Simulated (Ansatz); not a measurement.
## NbTe: relaxation of cell and atoms with RPBE+D4

Crystal: NbTe.

```
Te Nb
1.0
     3.70297    0.00000    0.00000
    -1.85149    3.20687    0.00000
     0.00000    0.00000    3.69421
Te Nb
1 1
Direct
  0.66667 0.33333 0.00000
  0.00000 0.00000 0.50000
```

The cell comes from a database or a generator and needn't be the stable form of this composition.

| Quantity | Value |
| --- | --- |
| Program | Ansatz 0.2.0 |
| Task | relaxation of cell and atoms |
| Functional | RPBE |
| Dispersion | D4 |
| Potentials or basis | Ansatz PAW |
| Cutoff | 420 eV (not typed: the program's choice for these potentials) |
| k mesh | 8 × 8 × 7 |
| Occupations | fermi-dirac, width 0.05 eV |
| Spin | no spin polarisation |

* Relaxed volume: 20.99 Å³/atom
* Relaxed cell: a = 3.621 Å, b = 3.621 Å, c = 3.698 Å, α = 90.00°, β = 90.00°, γ = 120.00°
* Space group after relaxing (to 0.05 Å): P-6m2 (No. 187)
* Energy gained by relaxing: 16.1 meV/atom
* Ionic steps: 5
* Pressure after relaxing: 0.0 GPa
* Band gap on the k mesh: none (metal or under the smearing width)

Step by step:
| step | energy change (eV) | largest force (eV/Å) | volume (Å³) |
| --- | --- | --- | --- |
| 1 | 0.0000 | 0.0000 | 43.87 |
| 2 | -0.0320 | 0.0000 | 42.21 |
| 3 | -0.0327 | 0.0000 | 41.95 |
| 4 | -0.0327 | 0.0000 | 41.98 |
| 5 | -0.0323 | 0.0000 | 41.98 |

Final structure:
```cif
data_structure
_symmetry_space_group_name_H-M 'P 1'
_symmetry_Int_Tables_number 1
_cell_length_a 3.6205
_cell_length_b 3.6205
_cell_length_c 3.6977
_cell_angle_alpha 90.000
_cell_angle_beta 90.000
_cell_angle_gamma 120.000
_cell_volume 41.98
loop_
_atom_site_label
_atom_site_type_symbol
_atom_site_fract_x
_atom_site_fract_y
_atom_site_fract_z
_atom_site_occupancy
Te1 Te 0.66667 0.33333 0.00000 1
Nb1 Nb 0.00000 0.00000 0.50000 1
```

Levels at points of the mesh, in eV from the Fermi level:
```tsv
k point	band 12	band 13	band 14	band 15	band 16	band 17	band 18	band 19
(0.00, 0.00, 0.00)	-3.12	-3.12	-2.58	0.12	0.12	2.61	2.61	3.28
(0.00, -0.50, 0.00)	-4.13	-2.81	-2.52	-0.25	1.38	1.73	3.07	3.93
```

Wall time 9.6 s on 2 threads of Arm Neoverse V2 (shared host), peak memory 0.35 GiB.

Caveat: the plane-wave basis is chosen anew once the cell has moved, so the energies of steps on either side of that aren't comparable; pairwise dispersion overbinds metals, which lowers pressure and volume; the PAW data sets come from PBE, with cores solved anew for the run's functional, which leaves a small shift of forces and pressure. The run has no spin-orbit coupling, so splittings on Te are missing.
